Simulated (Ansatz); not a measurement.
Write a Python script for Ansatz 0.2.0 through its Python package that makes harmonic frequencies at the relaxed geometry of C₂H₅NSSi, SMILES C[SiH2]SC#N. Settings (for the species named): PBE0, 6-31G* basis, multiplicity 1.

`c2h5nssi.xyz`
```text
10

C    -1.15460   -0.34550    0.59320
Si    0.62840   -0.21840    0.72730
S     1.50200   -0.67860   -1.16520
C     1.05880    0.63910   -2.06340
N     0.59500    1.52110   -2.69430
H    -1.68280   -0.08010    1.54240
H    -1.55810    0.43350   -0.13320
H    -1.49420   -1.27450    0.24720
H     1.11460   -1.18470    1.77110
H     1.07410    1.13690    1.17780
```

Script `freq.py`:
```python
# -*- coding: utf-8 -*-
"""Harmonic frequencies of C2H5NSSi at its relaxed geometry."""

import itertools

import ansatz as az
from ase.data import atomic_numbers, covalent_radii
import numpy as np

BASIS_SET = "6-31G*"
XC = "pbe0"

molecule = az.Crystal.molecule_from_extxyz("c2h5nssi.xyz")

calculation = (
    molecule.calculation()
    .basis(gaussian=BASIS_SET)
    .functional(XC)
)
symbols = [site.symbol for site in molecule.cartesian_sites]
start = np.array([site.position_ang for site in molecule.cartesian_sites], dtype=float)
summary = calculation.relax(force_tolerance=0.003, max_steps=100).run(threads=1).report
end = np.array(summary["positions_ang"])

# pairs closer than 1.2 times the sum of covalent radii, before or after
radius = [covalent_radii[atomic_numbers[s]] for s in symbols]
span = lambda where, i, j: np.linalg.norm(where[i] - where[j])
bonded = [(i, j) for i, j in itertools.combinations(range(len(symbols)), 2) if min(span(start, i, j), span(end, i, j)) < 1.2 * (radius[i] + radius[j])]
print("pair        before    after (A)")
for i, j in bonded:
    print(f"{symbols[i]}{i}-{symbols[j]}{j}".ljust(10), f"{span(start, i, j):8.4f} {span(end, i, j):8.4f}")

# same settings at the minimum
minimum = az.Crystal.molecule()
for symbol, place in zip(symbols, end):
    minimum = minimum.atom(symbol, place.tolist())
vibrating = (
    minimum.calculation()
    .basis(gaussian=BASIS_SET)
    .functional(XC)
    .phonons(temperatures=(200, 600, 100))
)
vib = vibrating.run(threads=1).report["vibrations"]
sums = vib["harmonic_sums"]
modes = [m["omega_inv_cm"] for m in sums["modes_at_gamma"] if m["rigid_motion"] == "no"]
print("frequencies (1/cm):", " ".join(f"{w:.0f}" for w in modes))
print("imaginary modes:", sum(w < 0 for w in modes), " zero-point energy:", round(sums["zero_point_energy_ev"], 4), "eV")
print("T (K)   F_vib (eV)   S_vib (meV/K)   C_vib (meV/K)")
for row in zip(sums["temperatures_k"], sums["vibrational_free_energy_ev"], vib["entropy_ev_per_k"], vib["heat_capacity_ev_per_k"]):
    print(f"{row[0]:6.1f} {row[1]:11.4f} {1000 * row[2]:13.4f} {1000 * row[3]:15.4f}")

# all hydrogen replaced by deuterium
heavier = vibrating.phonons(masses={"H": 2.014102}).run(threads=1).report["vibrations"]["harmonic_sums"]
print("deuterated (1/cm):", " ".join(f"{m['omega_inv_cm']:.0f}" for m in heavier["modes_at_gamma"] if m["rigid_motion"] == "no"))
print("zero-point energy falls by", round(sums["zero_point_energy_ev"] - heavier["zero_point_energy_ev"], 4), "eV")
```

`python freq.py` gives:
```text
pair        before    after (A)
C0-Si1       1.7925   1.8666
C0-H5        1.1182   1.0961
C0-H6        1.1390   1.0950
C0-H7        1.0479   1.0942
Si1-S2       2.1346   2.1883
Si1-H8       1.5032   1.4862
Si1-H9       1.4961   1.4846
S2-C3        1.6552   1.6940
C3-N4        1.1794   1.1649
frequencies (1/cm): 62 104 164 198 409 414 469 505 674 696 718 761 906 910 944 1329 1477 1485 2279 2293 2312 3079 3167 3180
imaginary modes: 0  zero-point energy: 1.769 eV
T (K)   F_vib (eV)   S_vib (meV/K)   C_vib (meV/K)
 200.0      1.7259        0.4852          0.5428
 300.0      1.6639        0.7531          0.7869
 400.0      1.5758        1.0069          0.9780
 500.0      1.4632        1.2417          1.1265
 600.0      1.3281        1.4581          1.2466
deuterated (1/cm): 56 95 122 180 356 405 413 448 520 537 645 700 705 711 721 1044 1065 1072 1631 1658 2211 2311 2344 2355
zero-point energy falls by 0.3861 eV
```

The frequencies are harmonic and unscaled, in a modest basis. Run time: 7.7 min on 1 thread of Arm Neoverse V1, with other jobs on the host, peak memory 0.28 GiB.
